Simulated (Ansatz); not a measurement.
# WS₂Cl₂: small, medium and large basis sets

Aim: see how fast density functionals converge with the basis set for WS₂Cl₂.

Program: Ansatz 0.2.0, Gaussian basis. Level of theory: one geometry, several basis sets. These are calculated values, not measurements.

Levels to be run: PBE0-D4/def2-SVP; ωB97M-V/def2-SVP; PBE0-D4/def2-QZVPP; ωB97M-V/def2-QZVPP; the functionals' def2-TZVPP values are taken from earlier runs.

### 1 Structure used throughout

An earlier PBE0-D4 in a triple-zeta def2 set relaxation fixed the geometry. W takes the def2 core potential; no spin-orbit term is included.

SMILES `[S]=[W](=[S])([Cl])[Cl]`, 5 atoms, charge 0, spin multiplicity 1.

Atoms are counted from 1 here; the program's logs count them from 0.

Bond lengths: S1–W2 2.110 Å, W2–S3 2.110 Å, W2–Cl4 2.241 Å, W2–Cl5 2.241 Å. Angles: S1–W2–S3 108.1°, S1–W2–Cl4 108.9°, S1–W2–Cl5 108.9°, S3–W2–Cl4 108.9°, S3–W2–Cl5 108.9°, Cl4–W2–Cl5 112.9°.

As a file:

```mol
Cl2S2W
  3D, bonds by distance, orders not assigned

  5  4  0  0  0  0  0  0  0  0999 V2000
   -0.5626   -0.4325    1.9789 S   0  0
    0.0099   -0.0147   -0.0084 W   0  0
    1.8567   -0.9677   -0.3727 S   0  0
   -1.5306   -0.8579   -1.4012 Cl  0  0
    0.2765    2.1990   -0.2379 Cl  0  0
  1  2  8  0
  2  3  8  0
  2  4  8  0
  2  5  8  0
M  END
```

### 2 PBE0-D4 in def2-SVP

in.yaml

```yaml
crystal:
  periodic: [false, false, false]
  atoms:
    - {symbol: S, position_ang: [-0.562638, -0.432496, 1.978881]}
    - {symbol: W, position_ang: [0.009893, -0.014667, -0.008402]}
    - {symbol: S, position_ang: [1.856677, -0.967728, -0.372746]}
    - {symbol: Cl, position_ang: [-1.530579, -0.857911, -1.401236]}
    - {symbol: Cl, position_ang: [0.276549, 2.199001, -0.237895]}
basis:
  gaussian: {orbitals: def2-SVP}
hamiltonian: {xc: pbe0, dispersion: d4}
output: {orbitals: {seedname: orbitals}}
```

On the command line:

```bash
$ ansatz run in.yaml --threads 4 --pin off --events-out ev --progress --plain --max-ram 10444MiB
```

The runs that follow: ωB97M-V in def2-SVP; PBE0-D4 in def2-QZVPP; ωB97M-V in def2-QZVPP.

**Question.** What will the summary of the whole plan be? Wanted: PBE0-D4: double and triple zeta above quadruple; ωB97M-V: double and triple zeta above quadruple.

As calculated:

| quantity | value |
| --- | --- |
| PBE0-D4: double and triple zeta above quadruple | 18.10, 1.41 eV |
| ωB97M-V: double and triple zeta above quadruple | 17.86, 1.34 eV |

In words: PBE0-D4 gains 16.69 eV from double to triple zeta, then 1.41 eV more. Total energies overstate the basis error of differences, where much of it tends to cancel.
